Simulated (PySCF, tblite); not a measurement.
# C₆H₅F₃O: a rotation path, then NMR shifts on frames

How do NMR shifts of C₆H₅F₃O (`C=CCC(=C=O)C(F)(F)F`) change as the atoms move?

Programs: tblite 0.8.0 and PySCF 2.14.0, with density-fitted response routines of our own. Each step states its level of theory. These are calculated values for one molecule in the gas phase, unless marked as measured. Atoms are numbered from 0 throughout.

### 1 The starting structure

15 atoms, charge 0, multiplicity 1; geometry from: GFN2-xTB.

Bonds of the start (Å): C0–C1 1.32, C1–C2 1.50, C2–C3 1.53, C3–C4 1.30, C4–O5 1.16, C3–C6 1.49, C6–F7 1.34, C6–F8 1.35, C6–F9 1.34, C0–H10 1.08, C0–H11 1.08, C1–H12 1.08, C2–H13 1.09, C2–H14 1.09.

### 2 The rotation path with GFN2-xTB

Job settings and geometry (Å):

```
{"job": {"kind": "neb", "xc": "GFN2-xTB", "basis": "xTB", "atoms": [2, 3, 6, 9], "turn": 120}, "charge": 0, "multiplicity": 1}
C      2.136612    -0.455718    -0.758682
C      1.446432     0.163410     0.179801
C      0.256098     1.031877    -0.101504
C     -1.012831     0.360301     0.413034
C     -1.646336     0.813009     1.455467
O     -2.185258     1.280299     2.364810
C     -1.416975    -0.915263    -0.251728
F     -2.711899    -1.209383    -0.059829
F     -0.724117    -1.982882     0.192901
F     -1.222634    -0.876829    -1.575857
H      1.884819    -0.361313    -1.802315
H      2.980747    -1.079635    -0.522897
H      1.697559     0.048793     1.225307
H      0.363119     1.996904     0.395730
H      0.150249     1.194420    -1.176150
```

Method: GFN2-xTB climbing-image nudged elastic band, gas phase.

Command:

```
$ OMP_NUM_THREADS=1 python probes_run.py task.json out
```

The driver reads the jobs from task.json and runs them one after another.

What it wrote:

```text
image   E - E0 / eV
  0       0.0000
  1       0.0070
  2       0.0242
  3       0.0436
  4       0.0540
  5       0.0487
  6       0.0300
  7       0.0094
  8      -0.0000
```

Wall time 3.8 s (1 thread of Arm Neoverse V1, shared host); peak memory 0.18 GiB.

The final band, with the dihedral C2–C3–C6–F9:

| image | dihedral (°) | energy (eV) | energy (kcal/mol) |
| --- | --- | --- | --- |
| 0 | -40 | 0.000 | 0.0 |
| 1 | -26 | 0.007 | 0.2 |
| 2 | -11 | 0.024 | 0.6 |
| 3 | 5 | 0.044 | 1.0 |
| 4 | 21 | 0.054 | 1.2 |
| 5 | 37 | 0.049 | 1.1 |
| 6 | 51 | 0.030 | 0.7 |
| 7 | 65 | 0.009 | 0.2 |
| 8 | 80 | 0.000 | 0.0 |

### 3 NMR shieldings: image 0, PBE0/pcSseg-1

Job settings and geometry (Å):

```
{"job": {"kind": "nmr", "xc": "PBE0", "basis": "pcSseg-1", "pop": false}, "charge": 0, "multiplicity": 1}
C      2.136600    -0.455700    -0.758700
C      1.446400     0.163400     0.179800
C      0.256100     1.031900    -0.101500
C     -1.012800     0.360300     0.413000
C     -1.646300     0.813000     1.455500
O     -2.185300     1.280300     2.364800
C     -1.417000    -0.915300    -0.251700
F     -2.711900    -1.209400    -0.059800
F     -0.724100    -1.982900     0.192900
F     -1.222600    -0.876800    -1.575900
H      1.884800    -0.361300    -1.802300
H      2.980700    -1.079600    -0.522900
H      1.697600     0.048800     1.225300
H      0.363100     1.996900     0.395700
H      0.150200     1.194400    -1.176200
```

Level: GIAO PBE0/pcSseg-1 NMR shielding, non-relativistic, gas phase.

What it wrote:

```text
coarse grid: 13960 points
cycle   1  E = -605.3597609428  dE =  1.788e+00  |g| = 1.082e+00  |ddm| = 3.687e+00
cycle   2  E = -604.8913509699  dE =  4.684e-01  |g| = 1.989e+00  |ddm| = 1.898e+00
cycle   3  E = -605.5411984493  dE = -6.498e-01  |g| = 3.765e-01  |ddm| = 1.432e+00
cycle   4  E = -605.5698744001  dE = -2.868e-02  |g| = 7.304e-02  |ddm| = 3.009e-01
cycle   5  E = -605.5707661559  dE = -8.918e-04  |g| = 2.203e-02  |ddm| = 6.269e-02
cycle   6  E = -605.5708610129  dE = -9.486e-05  |g| = 6.617e-03  |ddm| = 2.072e-02
cycle   7  E = -605.5708695768  dE = -8.564e-06  |g| = 2.602e-03  |ddm| = 6.047e-03
final grid: 140128 points
cycle   8  E = -605.6617545243  dE = -3.349e-05  |g| = 1.431e-02  |ddm| = 3.720e-02
cycle   9  E = -605.6616218018  dE =  1.327e-04  |g| = 3.021e-02  |ddm| = 2.801e-02
cycle  10  E = -605.6617922411  dE = -1.704e-04  |g| = 2.544e-03  |ddm| = 2.030e-02
cycle  11  E = -605.6617936351  dE = -1.394e-06  |g| = 4.185e-04  |ddm| = 1.997e-03
cycle  12  E = -605.6617936609  dE = -2.580e-08  |g| = 2.433e-04  |ddm| = 4.927e-04
cycle  13  E = -605.6617936756  dE = -1.472e-08  |g| = 4.667e-05  |ddm| = 2.224e-04
cycle  14  E = -605.6617936760  dE = -3.822e-10  |g| = 1.435e-05  |ddm| = 4.126e-05
converged SCF energy = -605.6617936760

GIAO shielding tensors (ppm)
atom      isotropic    diamagn.    paramagn.     s11        s22        s33       span
  0 C       60.527     253.484    -192.957    -53.870     75.866    159.584    213.454
  1 C       43.756     257.079    -213.323    -76.519     54.237    153.550    230.070
  2 C      153.029     242.809     -89.780    141.461    148.482    169.145     27.684
  3 C      150.403     266.031    -115.629    128.218    147.391    175.599     47.381
  4 C      -10.997     260.237    -271.234    -93.380    -46.278    106.667    200.047
  5 O      -65.013     401.214    -466.226   -229.500   -109.760    144.222    373.722
  6 C       50.932     235.202    -184.271     37.407     55.151     60.236     22.829
  7 F      243.099     468.542    -225.443    162.757    216.492    350.046    187.289
  8 F      219.702     475.429    -255.726    136.541    207.082    315.485    178.944
  9 F      244.961     474.629    -229.668    163.562    248.305    323.017    159.455
 10 H       26.074      31.065      -4.990     21.917     25.856     30.450      8.534
 11 H       26.212      29.028      -2.817     23.071     25.438     30.127      7.056
 12 H       25.702      31.866      -6.164     23.129     25.814     28.162      5.032
 13 H       28.863      30.026      -1.163     24.529     27.185     34.874     10.345
 14 H       28.558      30.171      -1.613     24.805     27.495     33.375      8.570
```

Wall time 27 s (1 thread of Arm Neoverse V1, shared host); peak memory 0.85 GiB.

The references, computed at this level on geometries of the same kind, shield at (ppm): ¹H TMS 31.72, ¹³C TMS 186.9, ¹⁹F CFCl3 170.9, ¹⁷O H2O 336.1. Their shielding less the atom's gives the shift. The references are single molecules in the gas phase, so shifts against H2O, NH3, PH3, H3PO4 or CFCl3 are not on the usual liquid scales and can be off by tens of ppm. Each atom is listed at this fixed geometry, with no averaging over motion; a spectrum would average atoms that exchange fast.

| atoms | environment | σ (ppm) | δ (ppm) |
| --- | --- | --- | --- |
| C4 | central carbon of a ketene | -11.0 | 197.9 |
| C1 | alkene CH | 43.8 | 143.2 |
| C6 | CF3 carbon | 50.9 | 136.0 |
| C0 | terminal =CH2 carbon | 60.5 | 126.4 |
| C3 | terminal carbon of a ketene | 150.4 | 36.5 |
| C2 | allylic sp3 CH2 | 153.0 | 33.9 |
| H12 | hydrogen on an alkene CH | 25.70 | 6.02 |
| H10 | hydrogen on a terminal =CH2 carbon | 26.07 | 5.64 |
| H11 | hydrogen on a terminal =CH2 carbon | 26.21 | 5.51 |
| H14 | hydrogen on an allylic sp3 CH2 | 28.56 | 3.16 |
| H13 | hydrogen on an allylic sp3 CH2 | 28.86 | 2.85 |
| O5 | carbonyl oxygen | -65.0 | 401.1 |
| F8 | fluorine of a CF3 group | 219.7 | -48.8 |
| F7 | fluorine of a CF3 group | 243.1 | -72.2 |
| F9 | fluorine of a CF3 group | 245.0 | -74.0 |

### 4 Shielding tensors: image 2, PBE0/pcSseg-1

Job settings and geometry (Å):

```
{"job": {"kind": "nmr", "xc": "PBE0", "basis": "pcSseg-1", "pop": false}, "charge": 0, "multiplicity": 1}
C      2.133200    -0.397300    -0.837900
C      1.462800     0.196900     0.131300
C      0.242100     1.040800    -0.098500
C     -0.990700     0.329200     0.446800
C     -1.607100     0.757200     1.510800
O     -2.132800     1.197300     2.441500
C     -1.417700    -0.943600    -0.213000
F     -2.732100    -0.958200    -0.505600
F     -1.208000    -2.028400     0.559700
F     -0.774600    -1.165100    -1.359500
H      1.844800    -0.300300    -1.871800
H      2.996000    -1.008900    -0.639000
H      1.749000     0.068300     1.166800
H      0.330600     2.000500     0.413100
H      0.100300     1.219600    -1.166600
```

Method: GIAO PBE0/pcSseg-1 NMR shielding, non-relativistic, gas phase.

What it wrote:

```text
coarse grid: 13960 points
cycle   1  E = -605.3566045875  dE =  1.788e+00  |g| = 1.084e+00  |ddm| = 3.671e+00
cycle   2  E = -604.8837126153  dE =  4.729e-01  |g| = 1.997e+00  |ddm| = 1.907e+00
cycle   3  E = -605.5385661273  dE = -6.549e-01  |g| = 3.791e-01  |ddm| = 1.440e+00
cycle   4  E = -605.5676828351  dE = -2.912e-02  |g| = 7.309e-02  |ddm| = 3.025e-01
cycle   5  E = -605.5685882539  dE = -9.054e-04  |g| = 2.127e-02  |ddm| = 6.293e-02
cycle   6  E = -605.5686795673  dE = -9.131e-05  |g| = 6.354e-03  |ddm| = 2.091e-02
cycle   7  E = -605.5686879907  dE = -8.423e-06  |g| = 2.671e-03  |ddm| = 6.079e-03
final grid: 140128 points
cycle   8  E = -605.6593379032  dE = -3.231e-05  |g| = 1.460e-02  |ddm| = 3.372e-02
cycle   9  E = -605.6592024121  dE =  1.355e-04  |g| = 3.061e-02  |ddm| = 2.839e-02
cycle  10  E = -605.6593769922  dE = -1.746e-04  |g| = 2.733e-03  |ddm| = 2.051e-02
cycle  11  E = -605.6593786092  dE = -1.617e-06  |g| = 4.276e-04  |ddm| = 2.131e-03
cycle  12  E = -605.6593786370  dE = -2.787e-08  |g| = 2.528e-04  |ddm| = 5.084e-04
cycle  13  E = -605.6593786531  dE = -1.610e-08  |g| = 4.709e-05  |ddm| = 2.306e-04
cycle  14  E = -605.6593786535  dE = -3.697e-10  |g| = 1.428e-05  |ddm| = 3.897e-05
converged SCF energy = -605.6593786535

GIAO shielding tensors (ppm)
atom      isotropic    diamagn.    paramagn.     s11        s22        s33       span
  0 C       59.140     253.440    -194.300    -55.604     73.355    159.670    215.274
  1 C       44.895     257.251    -212.356    -74.433     55.953    153.164    227.598
  2 C      152.868     242.593     -89.725    142.416    147.528    168.661     26.244
  3 C      150.812     266.141    -115.329    125.186    147.885    179.364     54.178
  4 C      -13.201     260.032    -273.232    -93.519    -48.216    102.133    195.653
  5 O      -69.384     401.128    -470.512   -229.604   -116.992    138.444    368.048
  6 C       50.153     234.757    -184.604     40.030     53.966     56.461     16.431
  7 F      225.477     469.415    -243.939    153.949    188.690    333.791    179.842
  8 F      217.044     473.512    -256.468    140.856    186.273    324.004    183.148
  9 F      249.368     475.508    -226.140    182.477    250.321    315.306    132.828
 10 H       26.044      31.074      -5.030     21.743     25.915     30.475      8.731
 11 H       26.132      28.997      -2.865     23.038     25.423     29.934      6.897
 12 H       25.687      31.891      -6.203     23.175     25.766     28.121      4.946
 13 H       28.857      30.019      -1.162     24.437     27.186     34.947     10.509
 14 H       28.553      30.218      -1.666     24.894     27.293     33.472      8.578
```

Wall time 26 s (1 thread of Arm Neoverse V1, shared host); peak memory 0.87 GiB.

Key values: δ C4 200.1, C1 142.0, C6 136.8, C0 127.8, H12 6.03, H10 5.67 ppm.

(Part 1 of 2 ends here.)
